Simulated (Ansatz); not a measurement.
# P: the cost of one run

Computed with Ansatz 0.2.0 through its Python package. Level of theory: DFT PBE, plane waves, PAW.

## (1) The system

It takes space group Cmce (No. 64, orthorhombic). Conventional cell: a = 3.316 Å, b = 10.484 Å, c = 4.379 Å, α = 90.00°, β = 90.00°, γ = 90.00°. P (site symmetry m) is surrounded by 3 P at 2.22 to 2.24 Å.

The script holds or builds the structure itself.

## (2) The code

bands_p.py reads:

```python
# -*- coding: utf-8 -*-
"""Band structure of P."""

import warnings

import ansatz as az
import numpy as np

lattice = az.Lattice.of(
    (1.6582, -5.242, 0.0),
    (1.6582, 5.242, 0.0),
    (0.0, 0.0, 4.3793),
)
sites = [
    ("P", (0.89838, 0.10162, 0.08068)),
    ("P", (0.60162, 0.39838, 0.58068)),
    ("P", (0.10162, 0.89838, 0.91932)),
    ("P", (0.39838, 0.60162, 0.41932)),
]
xtal = az.Crystal(lattice=lattice)
for symbol, position in sites:
    xtal = xtal.atom(symbol, position)

# vertices of the path, as fractions of the reciprocal vectors
path = [
    ("G", (0.0, 0.0, 0.0)),
    ("S", (0.0, 0.5, 0.0)),
    ("R", (0.0, 0.5, 0.5)),
    ("Z", (0.0, 0.0, 0.5)),
    ("T", (-0.5, 0.5, 0.5)),
]
model = (
    xtal.calculation()
    .functional(az.Functional.PBE)
    .kpoints(6)
    .occupations("fixed")
    .band_structure([point for _, point in path], intervals=6)
    .scf(extra_bands=6)
)
with warnings.catch_warnings(record=True) as caught:
    warnings.simplefilter("always")
    result = model.run(threads=1)
print("warnings raised:", sorted(w.category.__name__ for w in caught) or "none")
report = result.report

print("%-22s %14.5f eV" % ("F = E - TS", report["free_energy_ev"]))
print("%-22s %14.5f eV" % ("E", report["internal_energy_ev"]))
print("%-22s %14.5f eV" % ("Harris-Foulkes", report["harris_foulkes_ev"]))
print("%-22s %14.5f eV" % ("Fermi level", report["fermi_energy_ev"]))

bands = result.band_structure()
fermi = bands.fermi_energy_ev
print(f"zero of the bands: {fermi:.3f} eV, the Fermi level found on the SCF mesh")
for spin, channel in enumerate(bands.channels):
    print("channel", spin, "- computed levels within 8 eV of the Fermi level")
    for i, (label, _) in enumerate(path):
        levels = channel.eigenvalues_ev[i * 6] - fermi
        print(f"  {label:3s}", " ".join(f"{e:7.3f}" for e in levels if abs(e) < 8))
```

## (3) The calls as engine input

The engine receives this input:

```yaml
crystal:
  lattice:
    - [1.6582, -5.242, 0.0]
    - [1.6582, 5.242, 0.0]
    - [0.0, 0.0, 4.3793]
  atoms:
    - { symbol: P, position: [0.89838, 0.10162, 0.08068] }
    - { symbol: P, position: [0.60162, 0.39838, 0.58068] }
    - { symbol: P, position: [0.10162, 0.89838, 0.91932] }
    - { symbol: P, position: [0.39838, 0.60162, 0.41932] }
kpoints:
  mp_grid:
    grid: [6, 6, 6]
  band_path:
    path:
      - [0.0, 0.0, 0.0]
      - [0.0, 0.5, 0.0]
      - [0.0, 0.5, 0.5]
      - [0.0, 0.0, 0.5]
      - [-0.5, 0.5, 0.5]
    npoints: 6
hamiltonian:
  xc: pbe
scf:
  n_extra_bands: 6
  occupations:
    method: fixed
```

## (4) The run

On the command line:

```
> python bands_p.py
```

Q: Estimate wall time and peak memory on 1 thread of Arm Neoverse N1, shared host.

About 9.7 s, with a peak of 0.39 GiB.
